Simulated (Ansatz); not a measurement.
# B (hcp type): how the settings move a single-point run

Aim: see which settings change the result for B (hcp type), by how much, and at what cost.

Computed with Ansatz 0.2.0 (reference: DFT, PBEsol, norm-conserving pseudopotentials, Ansatz's default files, scalar-relativistic, unless a step's input says otherwise).

1 further run of the same task is left out (set aside as unsound or not needed). Runs told in other sessions of the task aren't counted.

## (1) The structure to begin with

It takes space group P6_3/mmc (No. 194, hexagonal). Conventional cell: a = 1.744 Å, b = 1.744 Å, c = 3.375 Å, α = 90.00°, β = 90.00°, γ = 120.00°. B (site symmetry -6m2) has 12 B at 1.74 to 1.97 Å in its first shell of neighbours.

Structure file:

```xyz
2
Lattice="1.7436 0.0000 0.0000 -0.8718 1.5100 0.0000 0.0000 0.0000 3.3754" Properties=species:S:1:pos:R:3 pbc="T T T"
B     0.0000    1.0066    0.8438
B     0.8718    0.5033    2.5315
```

## (2) Reference

Contents of input.yaml:

```yaml
crystal:
  lattice:
    - [1.7435548161, 0.0, 0.0]
    - [-0.871777408, 1.5099627636, 0.0]
    - [0.0, 0.0, 3.3753532361]
  atoms:
    - { symbol: B, position: [0.3333333333, 0.6666666667, 0.25] }
    - { symbol: B, position: [0.6666666667, 0.3333333333, 0.75] }
kpoints:
  mp_grid: { grid: [21, 21, 11] }
scf:
  occupations: { method: fermi_dirac, width: 0.08 }
hamiltonian:
  xc: pbesol
  pseudopotentials: { kind: nc }
output:
  forces: true
  stress: true
  eigenvalues: true
```

On the command line:

```bash
ansatz run input.yaml --threads 1 --pin off --max-ram 2048MiB --backend cpu --events-out ev --progress --plain --runs-dir out
```

## (3) Variant: occupations.method methfessel_paxton, occupations.width 0.01

Changes to input.yaml since step 2:

```diff
@@ -11,3 +11,3 @@
 scf:
-  occupations: { method: fermi_dirac, width: 0.08 }
+  occupations: { method: methfessel_paxton, width: 0.01 }
 hamiltonian:
```

What does the calculation give? Wanted: for each run, ending; energy change; pressure; gap; force.

The runs gave:

```
                                                            run     ending       energy change  pressure (GPa)  gap (eV)  force (eV/Å)  cycles   time
                                                      reference  converged                   0           138.3      0.00          0.00       5  3.7 s
1: occupations.method methfessel_paxton, occupations.width 0.01  converged  0.0 meV/atom (σ→0)           138.0      0.00          0.00       5  3.3 s
```

Residual by cycle in the longest SCF loop of each run; runs are numbered as in the table. The quantity is the density residual dr2, in eV.

```
cycle  reference   run 1
    1      0.152   0.151
    2      0.053  0.0521
    3     1.1e-5  2.8e-5
    4     4.2e-7  1.3e-6
    5     4.9e-9  1.0e-8
```

Changing the smearing leaves the energy as it was (0.0 meV/atom). The structure is not at rest: the sound run finds 138 GPa, so these are no properties of the relaxed crystal. 
